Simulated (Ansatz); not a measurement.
# CH3BOSi (SMILES BO[Si]#C): one structure at several levels

The task here is to estimate one member of a computed series from the others.

Program: Ansatz 0.2.0, Gaussian basis. Level of theory: single points in def2-TZVPP. These are calculated values, not measurements.

Correlated methods freeze the cores.

### The starting structure

SMILES `BO[Si]#C`, 7 atoms, charge 0, spin multiplicity 1.

Atoms are counted from 1 here; the program's logs count them from 0.

Bond lengths: B1–O2 1.327 Å, B1–H5 1.168 Å, B1–H6 1.206 Å, O2–Si3 1.636 Å, Si3–C4 1.640 Å, C4–H7 1.101 Å. Angles: O2–B1–H5 117.8°, O2–B1–H6 118.4°, H5–B1–H6 123.8°, B1–O2–Si3 164.9°, O2–Si3–C4 163.5°, Si3–C4–H7 114.6°.

Geometry (Å):

```tsv
atom	x (Å)	y (Å)	z (Å)
B1	-1.1563	1.2668	0.6429
O2	-0.1682	0.4339	0.3398
Si3	0.7617	-0.7411	-0.3157
C4	1.3274	-1.9519	-1.2667
H5	-2.1654	1.1467	0.0662
H6	-0.9505	2.1281	1.4622
H7	2.3400	-2.3006	-1.0105
```

Set-up of the first run:

Input file run/in.yaml:

```yaml
crystal:
  periodic: [false, false, false]
  atoms:
    - {symbol: B, position_ang: [-1.156300, 1.266800, 0.642900]}
    - {symbol: O, position_ang: [-0.168200, 0.433900, 0.339800]}
    - {symbol: Si, position_ang: [0.761700, -0.741100, -0.315700]}
    - {symbol: C, position_ang: [1.327400, -1.951900, -1.266700]}
    - {symbol: H, position_ang: [-2.165400, 1.146700, 0.066200]}
    - {symbol: H, position_ang: [-0.950500, 2.128100, 1.462200]}
    - {symbol: H, position_ang: [2.340000, -2.300600, -1.010500]}
basis:
  gaussian: {orbitals: def2-TZVPP}
correlation: {method: ccsd_t}
output: {forces: true}
```

The command line of these runs was not kept.

Among the steps run: CCSD(T)/def2-TZVPP; PBE0-D4/def2-TZVPP; wB97M-V/def2-TZVPP; r2SCAN-D4/def2-TZVPP; PBE-D4/def2-TZVPP; LC-wPBE/def2-TZVPP; CAM-B3LYP-D4/def2-TZVPP.

One of the session's tables, all rows but one given; the rest of the session is left out.

| method | RMS force component (eV/Å) | angle to CCSD(T) forces (°) | dipole (D) |
| --- | --- | --- | --- |
| CCSD(T) | 0.870 | reference | 2.06 |
| PBE0-D4 | 0.727 | 14.1 | 2.45 |
| wB97M-V | 0.717 | 19.3 | 2.61 |
| r2SCAN-D4 | 0.765 | 10.0 | 2.34 |
| PBE-D4 | 0.739 | 9.0 | 2.12 |
| LC-wPBE | 0.718 | 34.6 | 2.90 |
| CAM-B3LYP-D4 | ? | ? | ? |

**Question.** Estimate the row for CAM-B3LYP-D4.

As computed: RMS force component (eV/Å): 0.703; angle to CCSD(T) forces (°): 22.2; dipole (D): 2.62. In the column «RMS force component (eV/Å)» it is the lowest.
